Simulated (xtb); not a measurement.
# C2H9FGe2 (SMILES [CH3][GeH2][CH](F)[GeH3]) at GFN1-xTB

Aim: an optimisation with harmonic vibrations of C2H9FGe2. 

The results are computed with xtb 6.7.1.

2 further runs of the same task are left out: 2 set aside as unsound or not needed.

## 1. Starting point

The species is C2H9FGe2 (14 atoms), meant as a singlet with charge 0. SMILES: `[CH3][GeH2][CH](F)[GeH3]`. All atoms were displaced at random from a relaxed shape. The run starts from this shape.

Bond lengths: C1–Ge2 2.044 Å, Ge2–C3 1.944 Å, C3–F4 1.284 Å, C3–Ge5 1.957 Å, C1–H6 1.123 Å, C1–H7 1.026 Å, C1–H8 1.065 Å, Ge2–H9 1.508 Å, Ge2–H10 1.468 Å, C3–H11 1.105 Å, Ge5–H12 1.498 Å, Ge5–H13 1.543 Å, Ge5–H14 1.564 Å. Some angles: C1–Ge2–C3 111.4°, Ge2–C3–F4 105.8°, Ge2–C3–Ge5 115.0°, F4–C3–Ge5 105.8°, C1–Ge2–H9 113.0°, C1–Ge2–H10 110.2°, C3–Ge2–H9 103.9°, C3–Ge2–H10 111.3°, Ge2–C1–H6 107.9°, Ge2–C1–H7 108.1°.

## 2. An optimisation with harmonic vibrations at GFN1-xTB

File .CHRG:

```
0
```

File .UHF:

```
0
```

File input.xyz:

```xyz
14
start
C     -1.57704000     0.14528000     1.39354000
Ge     0.39589000    -0.37372000     1.26192000
C      0.91711000    -0.72029000    -0.57870000
F      0.19098000    -1.70458000    -0.96860000
Ge     0.55189000     0.73854000    -1.83056000
H     -1.70826000     1.13753000     0.88354000
H     -1.81412000     0.25136000     2.38644000
H     -2.11934000    -0.62958000     0.90436000
H      0.71460000    -1.66193000     1.97742000
H      1.23474000     0.66898000     1.86644000
H      1.97663000    -1.03527000    -0.58879000
H      1.27499000     2.02932000    -1.59763000
H     -0.95642000     1.01972000    -1.99244000
H      0.99116000     0.30995000    -3.26883000
```

Command:

```console
$ xtb input.xyz --ohess extreme --gfn 1 > run.log
```

**Question.** What will come out? Wanted: total energy at the end; dipole moment; HOMO energy; LUMO energy; HOMO–LUMO gap; dispersion energy; lowest harmonic wavenumber; highest harmonic wavenumber; zero-point energy.

Answer, from the run:

Level: GFN1-xTB.

| quantity | value |
| --- | --- |
| total energy at the end | -17.52037 Eh |
| dipole moment | 1.29 D |
| HOMO energy | -11.95 eV |
| LUMO energy | -7.30 eV |
| HOMO–LUMO gap | 4.65 eV |
| dispersion energy | -13.10 kJ/mol |
| lowest harmonic wavenumber | 32 cm⁻¹ |
| highest harmonic wavenumber | 2992 cm⁻¹ |
| zero-point energy | 237.4 kJ/mol |

At the final geometry: Bond lengths: C1–Ge2 1.951 Å, Ge2–C3 1.990 Å, C3–F4 1.387 Å, C3–Ge5 1.972 Å, C1–H6 1.096 Å, C1–H7 1.093 Å, C1–H8 1.095 Å, Ge2–H9 1.494 Å, Ge2–H10 1.502 Å, C3–H11 1.106 Å, Ge5–H12 1.499 Å, Ge5–H13 1.495 Å, Ge5–H14 1.492 Å. Some angles: C1–Ge2–C3 111.0°, Ge2–C3–F4 108.9°, Ge2–C3–Ge5 116.2°, F4–C3–Ge5 108.9°, C1–Ge2–H9 111.3°, C1–Ge2–H10 111.3°, C3–Ge2–H9 109.6°, C3–Ge2–H10 107.3°, Ge2–C1–H6 110.8°, Ge2–C1–H7 113.0°. All 36 modes are real, so the shape is a minimum at this level. Mulliken charges run from -0.25 on F4 to +0.15 on Ge2.
